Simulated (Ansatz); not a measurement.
# Sr: the cost of one run

Method: DFT LDA, scalar-relativistic, in Ansatz 0.2.0.

**1. The system as given**

It takes space group P6_3/mmc (No. 194, hexagonal). The conventional cell has a = 4.310 Å, b = 4.310 Å, c = 7.050 Å, α = 90.00°, β = 90.00°, γ = 120.00°. Sr (site symmetry -6m2) is surrounded by 12 Sr at 4.31 Å.

Coordinates:

```
CELL_PARAMETERS angstrom
4.31000 0.00000 0.00000
-2.15500 3.73257 0.00000
0.00000 0.00000 7.05000
ATOMIC_POSITIONS crystal
Sr 0.33333 0.66667 0.25000
Sr 0.66667 0.33333 0.75000
```

Atoms are numbered in the order of the input: Sr1, Sr2.

**2. Volume × 0.96, LAPW**

File input.yaml:

```yaml
crystal:
  lattice:
    - [4.2517498339, 0.0, 0.0]
    - [-2.125874917, 3.6821233666, 0.0]
    - [0.0, 0.0, 6.9547180496]
  atoms:
    - { symbol: Sr, position: [0.3333333333, 0.6666666667, 0.25] }
    - { symbol: Sr, position: [0.6666666667, 0.3333333333, 0.75] }
kpoints:
  mp_grid: { grid: [10, 10, 5] }
  band_path:
    path:
      - [0.0, 0.0, 0.0]
      - [0.5, 0.0, 0.0]
      - [0.3333333333, 0.3333333333, 0.0]
      - [0.0, 0.0, 0.0]
      - [0.0, 0.0, 0.5]
      - [0.5, 0.0, 0.5]
      - [0.3333333333, 0.3333333333, 0.5]
      - [0.0, 0.0, 0.5]
      - [0.5, 0.0, 0.5]
    npoints: 5
scf:
  occupations: { method: fermi_dirac, width: 0.08 }
hamiltonian:
  xc: lda
  pseudopotentials: { kind: all_electron, lapw: { basis_error: 0.001 } }
output:
  forces: true
  stress: true
  eigenvalues: true
```

On the command line:

```console
ansatz run input.yaml --threads 1 --pin off --max-ram 3072MiB --backend cpu --events-out ev --progress --plain --runs-dir out
```

Q: Estimate wall time and peak memory on 1 thread of Arm Neoverse V2, shared host.

About 7.6 s, with a peak of 0.25 GiB.
